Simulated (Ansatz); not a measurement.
**CuPt: how the settings move a relaxation**

How sensitive is a relaxation of CuPt to its settings? A reference run comes first, then one run with altered input.

Program: Ansatz 0.2.0. Level of theory: reference: DFT, PBEsol, PAW with Ansatz's default frozen-core files, scalar-relativistic; relaxation of cell and atoms. These are calculated values, not measurements.

1 further run of the same task is left out (it didn't finish).

**1. Starting point**

It takes space group R-3m (No. 166, trigonal). The conventional cell has a = 2.725 Å, b = 2.725 Å, c = 12.733 Å, α = 90.00°, β = 90.00°, γ = 120.00°. Around Cu (site symmetry -3m) lie 6 Pt at 2.64 Å and 6 Cu at 2.72 Å. Around Pt (site symmetry -3m) lie 6 Cu at 2.64 Å and 6 Pt at 2.72 Å.

Coordinates:

```
CELL_PARAMETERS angstrom
1.36230 0.78652 4.24445
-1.36230 0.78652 4.24445
0.00000 -1.57305 4.24445
ATOMIC_POSITIONS crystal
Cu 0.00000 0.00000 0.00000
Pt 0.50000 0.50000 0.50000
```

**2. Baseline**

Input file input.yaml:

```yaml
crystal:
  lattice:
    - [1.36229697058, 0.78652252268, 4.24445499]
    - [-1.36229697058, 0.78652252268, 4.24445499]
    - [0.0, -1.57304504536, 4.24445499]
  atoms:
    - { symbol: Cu, position: [0.0, 0.0, 0.0] }
    - { symbol: Pt, position: [0.5, 0.5, 0.5] }
kpoints:
  mp_grid: { grid: [18, 18, 18] }
scf:
  occupations: { method: fermi_dirac, width: 0.08 }
hamiltonian:
  xc: pbesol
  pseudopotentials: { kind: paw }
relax:
  f_tol: 0.002
  max_steps: 80
  cell: {}
output:
  forces: true
  stress: true
```

Command:

```sh
ansatz run input.yaml --threads 1 --pin off --max-ram 2048MiB --backend cpu --events-out ev --progress --plain --runs-dir out
```

**3. Changed: mp_grid.shift [0.5, 0.5, 0.5], lower_state_search light, hubbard.sites [{species: Pt, l: d, u_eff: 3.0}], hubbard.double_counting amf**

Changes to input.yaml since step 2:

```diff
@@ -9,5 +9,6 @@
 kpoints:
-  mp_grid: { grid: [18, 18, 18] }
+  mp_grid: { grid: [18, 18, 18], shift: [0.5, 0.5, 0.5] }
 scf:
   occupations: { method: fermi_dirac, width: 0.08 }
+  lower_state_search: light
 hamiltonian:
@@ -15,2 +16,3 @@
   pseudopotentials: { kind: paw }
+  hubbard: { sites: [{ species: Pt, l: d, u_eff: 3.0 }], double_counting: amf }
 relax:
```

**Question.** What will these runs give? Wanted: for each run, ending; energy change; pressure; gap; force.

As calculated:

| run | ending | energy change | pressure (GPa) | gap (eV) | force (eV/Å) | cycles | time |
| --- | --- | --- | --- | --- | --- | --- | --- |
| reference | converged | 0 | 0.0 | 0.00 | 0.00 | 38 | 69 s |
| 1: mp_grid.shift [0.5, 0.5, 0.5], lower_state_search light, hubbard.sites [{species: Pt, l: d, u_eff: 3.0}], hubbard.double_counting amf | converged | -14.1 meV/atom (U changed: no physical gain or loss) | 0.0 | 0.00 | 0.00 | 40 | 2.2 min |

**Reading.** Changing the k-point mesh, search for lower states and Hubbard U moves the energy by -14.1 meV/atom. The U term adds an energy of its own, so the shift says nothing about which run is better. Cost: 40 SCF cycles against 38, 2.2 min against 69 s. A changed U is a change of model: its shifts are not errors of convergence.
